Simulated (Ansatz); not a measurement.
# C4H9Ga: basis-set convergence

An exercise on one series of results from a longer session: the logs are not shown, and one member is left open.

Program: Ansatz 0.2.0, Gaussian basis. Level of theory: one geometry, several basis sets. These are calculated values, not measurements.

Plan: PBE0-D4/def2-SVP; ωB97M-V/def2-SVP; PBE0-D4/def2-QZVPP; ωB97M-V/def2-QZVPP; the functionals' def2-TZVPP values are taken from earlier runs.

## The geometry

All runs share one geometry, relaxed beforehand with PBE0-D4 in a triple-zeta def2 set.

SMILES `C=C(C)[CH2][GaH2]`, 14 atoms, charge 0, spin multiplicity 1.

Atoms are counted from 1 here; the program's logs count them from 0.

Bond lengths: C1–C2 1.360 Å, C1–H6 1.085 Å, C1–H7 1.083 Å, C2–C3 1.497 Å, C2–C4 1.469 Å, C3–H8 1.094 Å, C3–H9 1.090 Å, C3–H10 1.093 Å, C4–Ga5 2.028 Å, C4–H11 1.087 Å, C4–H12 1.085 Å, Ga5–H13 1.563 Å, Ga5–H14 1.561 Å. Angles: C2–C1–H6 121.4°, C2–C1–H7 120.9°, H6–C1–H7 117.2°, C1–C2–C3 120.7°, C1–C2–C4 121.4°, C3–C2–C4 117.1°, C2–C3–H8 109.0°, C2–C3–H9 112.1°, C2–C3–H10 110.9°, H8–C3–H9 108.8°, H8–C3–H10 107.0°, H9–C3–H10 108.9°, C2–C4–Ga5 80.6°, C2–C4–H11 115.6°, C2–C4–H12 115.1°, Ga5–C4–H11 108.0°, Ga5–C4–H12 121.0°, H11–C4–H12 112.9° and more.

Set-up of the first run:

Contents of in.yaml:

```yaml
crystal:
  periodic: [false, false, false]
  atoms:
    - {symbol: C, position_ang: [-0.303720, 1.440622, -0.116965]}
    - {symbol: C, position_ang: [-0.097431, 0.230179, 0.468742]}
    - {symbol: C, position_ang: [1.193705, -0.071457, 1.162756]}
    - {symbol: C, position_ang: [-1.015568, -0.894343, 0.245901]}
    - {symbol: Ga, position_ang: [-0.355654, -0.622219, -1.652098]}
    - {symbol: H, position_ang: [-1.262888, 1.703379, -0.550035]}
    - {symbol: H, position_ang: [0.441504, 2.223393, -0.052882]}
    - {symbol: H, position_ang: [0.994493, -0.243892, 2.224803]}
    - {symbol: H, position_ang: [1.910760, 0.744103, 1.068176]}
    - {symbol: H, position_ang: [1.644398, -0.986199, 0.769157]}
    - {symbol: H, position_ang: [-2.074342, -0.648734, 0.272707]}
    - {symbol: H, position_ang: [-0.777294, -1.798854, 0.795327]}
    - {symbol: H, position_ang: [1.104744, -1.059590, -1.997498]}
    - {symbol: H, position_ang: [-1.402720, -0.016397, -2.638109]}
basis:
  gaussian: {orbitals: def2-SVP}
hamiltonian: {xc: pbe0, dispersion: d4}
output: {orbitals: {seedname: orbitals}}
```

Among the steps run: PBE0-D4 in def2-SVP; ωB97M-V in def2-SVP; PBE0-D4 in def2-QZVPP; ωB97M-V in def2-QZVPP.

One of the session's tables, all rows but one given; the rest of the session is left out.

It belongs to the step «Functionals by basis». 

| functional | basis | HOMO (eV) | LUMO (eV) |
| --- | --- | --- | --- |
| PBE0-D4 | def2-SVP | ? | ? |
| PBE0-D4 | def2-TZVPP | -6.69 | -0.31 |
| PBE0-D4 | def2-QZVPP | -6.69 | -0.39 |
| ωB97M-V | def2-SVP | -8.75 | 1.61 |
| ωB97M-V | def2-TZVPP | -8.78 | 1.40 |
| ωB97M-V | def2-QZVPP | -8.78 | 1.04 |

**Question.** Estimate the row for PBE0-D4, def2-SVP.

**Answer.** HOMO (eV): -6.67; LUMO (eV): -0.19. In the column «HOMO (eV)» it is the highest.
